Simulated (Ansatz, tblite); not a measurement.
**[(RSn)12O14(OH)6]2+, R = Cl (Cl12H6O20Sn12 (+2)): one state, many levels**

Aim: run the singlet of [(RSn)12O14(OH)6]2+, R = Cl (Cl12H6O20Sn12 (+2)) at one geometry on many levels, and compare frontier levels, spin and run time.

Method: as each input shows; program: Ansatz 0.2.0, Gaussian basis.

The runs, in order: GFN1-xTB, GFN2-xTB, PBE-D4/def2-SVP, r2SCAN-D4/def2-SVP, BLYP-D4/def2-SVP, PBE0-D4/def2-TZVP, PBE-D4/def2-TZVP, MP2/def2-SVP.

2 further runs of the same task are left out: 1 that didn't finish, 1 set aside as unsound or not needed.

## Step 1: The geometry

The singlet was relaxed beforehand with r2SCAN-D4/def2-SVP.

50 atoms, charge 2, spin multiplicity 1.

Bond lengths: Sn1–O13 2.107 Å, Sn1–O14 2.111 Å, Sn1–O15 2.111 Å, Sn1–O27 2.111 Å, Sn1–O28 2.111 Å, Sn1–Cl33 2.315 Å, Sn2–O13 2.107 Å, Sn2–O16 2.111 Å, Sn2–O17 2.111 Å, Sn2–O27 2.111 Å, Sn2–O29 2.111 Å, Sn2–Cl34 2.315 Å, Sn3–O13 2.107 Å, Sn3–O18 2.110 Å, Sn3–O19 2.111 Å, Sn3–O28 2.111 Å, Sn3–O29 2.111 Å, Sn3–Cl35 2.315 Å and more. Angles: O13–Sn1–O14 88.3°, O13–Sn1–O15 88.3°, O13–Sn1–O27 74.9°, O13–Sn1–O28 74.9°, O13–Sn1–Cl33 169.1°, O14–Sn1–O15 76.2°, O14–Sn1–O27 159.1°, O14–Sn1–O28 90.6°, O14–Sn1–Cl33 100.2°, O15–Sn1–O27 90.6°, O15–Sn1–O28 159.0°, O15–Sn1–Cl33 100.2°, O27–Sn1–O28 96.9°, O27–Sn1–Cl33 98.0°, O28–Sn1–Cl33 98.1°, O13–Sn2–O16 88.3°, O13–Sn2–O17 88.3°, O13–Sn2–O27 74.9° and more.

Sn takes a core potential in the def2 sets. No spin-orbit coupling is included. The ion is computed in the gas phase, without counter-ions or solvent.

PBE0-D4/def2-SVP was run before; its log isn't repeated, and its numbers join the tables.

## Step 2: GFN1-xTB

Tight binding, by tblite at 300 K electronic temperature and without a spin-polarisation term:

```python
tblite.interface.Calculator('GFN1-xTB', numbers, positions, charge=2, uhf=0).singlepoint()
```

Energy -4846.1571 eV, HOMO -17.01 eV, LUMO -15.31 eV; 1.1 s.

## Step 3: GFN2-xTB

Tight binding, by tblite at 300 K electronic temperature and without a spin-polarisation term:

```python
tblite.interface.Calculator('GFN2-xTB', numbers, positions, charge=2, uhf=0).singlepoint()
```

Energy -4457.4079 eV, HOMO -17.81 eV, LUMO -16.56 eV; 1.6 s.

## Step 4: PBE-D4/def2-SVP

start.molden holds the orbitals of an earlier run on this state, given as this run's starting guess.

in.yaml reads:

```yaml
crystal:
  periodic: [false, false, false]
  atoms:
    - {symbol: Sn, position_ang: [0.176471, 1.847122, 2.883030]}
    - {symbol: Sn, position_ang: [1.848502, 2.881989, 0.176838]}
    - {symbol: Sn, position_ang: [2.882620, 0.175206, 1.848390]}
    - {symbol: Sn, position_ang: [0.227822, 1.954059, -2.560766]}
    - {symbol: Sn, position_ang: [1.953500, -2.561508, 0.227063]}
    - {symbol: Sn, position_ang: [-2.561314, 0.227738, 1.953496]}
    - {symbol: Sn, position_ang: [-0.227738, -1.953988, 2.560742]}
    - {symbol: Sn, position_ang: [-1.953453, 2.561571, -0.227133]}
    - {symbol: Sn, position_ang: [2.561315, -0.227746, -1.953645]}
    - {symbol: Sn, position_ang: [-0.176458, -1.847146, -2.883081]}
    - {symbol: Sn, position_ang: [-1.848403, -2.881956, -0.176846]}
    - {symbol: Sn, position_ang: [-2.882563, -0.175176, -1.848439]}
    - {symbol: O, position_ang: [1.149014, 1.148142, 1.149023]}
    - {symbol: O, position_ang: [-0.772499, -0.032016, 3.033502]}
    - {symbol: O, position_ang: [-1.577679, 2.075850, 1.731719]}
    - {symbol: O, position_ang: [-0.031059, 3.033212, -0.771667]}
    - {symbol: O, position_ang: [2.076411, 1.731316, -1.577776]}
    - {symbol: O, position_ang: [1.731656, -1.579091, 2.076125]}
    - {symbol: O, position_ang: [3.033302, -0.772773, -0.031481]}
    - {symbol: O, position_ang: [-1.731550, 1.579124, -2.076165]}
    - {symbol: O, position_ang: [0.772489, 0.032052, -3.033552]}
    - {symbol: O, position_ang: [0.031152, -3.033126, 0.771632]}
    - {symbol: O, position_ang: [1.577707, -2.075852, -1.731830]}
    - {symbol: O, position_ang: [-2.076343, -1.731300, 1.577735]}
    - {symbol: O, position_ang: [-3.033303, 0.772833, 0.031359]}
    - {symbol: O, position_ang: [-1.148952, -1.148111, -1.149088]}
    - {symbol: O, position_ang: [1.012380, 3.568154, 1.990118]}
    - {symbol: O, position_ang: [1.989194, 1.010367, 3.569344]}
    - {symbol: O, position_ang: [3.569300, 1.988466, 1.012430]}
    - {symbol: O, position_ang: [-1.012439, -3.568144, -1.990167]}
    - {symbol: O, position_ang: [-1.989239, -1.010442, -3.569420]}
    - {symbol: O, position_ang: [-3.569224, -1.988399, -1.012387]}
    - {symbol: Cl, position_ang: [-0.507766, 2.813930, 4.871586]}
    - {symbol: Cl, position_ang: [2.815312, 4.870542, -0.507223]}
    - {symbol: Cl, position_ang: [4.871169, -0.508752, 2.815364]}
    - {symbol: Cl, position_ang: [0.377211, 3.324817, -4.384816]}
    - {symbol: Cl, position_ang: [3.323709, -4.386079, 0.374694]}
    - {symbol: Cl, position_ang: [-4.386023, 0.377252, 3.323330]}
    - {symbol: Cl, position_ang: [-0.376924, -3.324505, 4.384992]}
    - {symbol: Cl, position_ang: [-3.323787, 4.386051, -0.374777]}
    - {symbol: Cl, position_ang: [4.385896, -0.377399, -3.323634]}
    - {symbol: Cl, position_ang: [0.507667, -2.814022, -4.871641]}
    - {symbol: Cl, position_ang: [-2.815157, -4.870437, 0.507465]}
    - {symbol: Cl, position_ang: [-4.871163, 0.508665, -2.815396]}
    - {symbol: H, position_ang: [1.025113, 4.473736, 2.344387]}
    - {symbol: H, position_ang: [2.343082, 1.022857, 4.475082]}
    - {symbol: H, position_ang: [4.474995, 2.342441, 1.025315]}
    - {symbol: H, position_ang: [-1.025246, -4.473742, -2.344394]}
    - {symbol: H, position_ang: [-2.343663, -1.023799, -4.474942]}
    - {symbol: H, position_ang: [-4.475081, -2.341972, -1.024486]}
basis:
  gaussian: {orbitals: def2-SVP, fitting: {mean_field: def2-universal-jkfit}, initial_orbitals: start.molden}
total_charge: 2
hamiltonian: {xc: pbe, dispersion: d4}
scf: {omitted_lower_state_checks: [starts]}
output: {orbitals: {seedname: orbitals}}
```

The run is started by

```
> ansatz run in.yaml --threads 11 --pin off --events-out ev --progress --plain --max-ram 174080MiB --backend cuda --devices 0, --max-vram 75GiB
```

The runs that follow: r2SCAN-D4/def2-SVP; BLYP-D4/def2-SVP; PBE0-D4/def2-TZVP; PBE-D4/def2-TZVP; MP2/def2-SVP.

Before running them: what should the planned runs give, taken together? Wanted: gap in def2-SVP, named functionals, smallest and largest; correlation energy, MP2/def2-SVP; PBE0 total energy, smallest basis above largest.

As calculated:

| quantity | value |
| --- | --- |
| gap in def2-SVP, named functionals, smallest and largest | 2.48 eV (BLYP-D4), 4.73 eV (PBE0-D4) |
| correlation energy, MP2/def2-SVP | -182.03 eV |
| PBE0 total energy, smallest basis above largest | 105.02 eV (def2-SVP, def2-TZVP) |

Orbital gaps of the named functionals in def2-SVP span 2.48 eV (BLYP-D4) to 4.73 eV (PBE0-D4); exact exchange widens it.
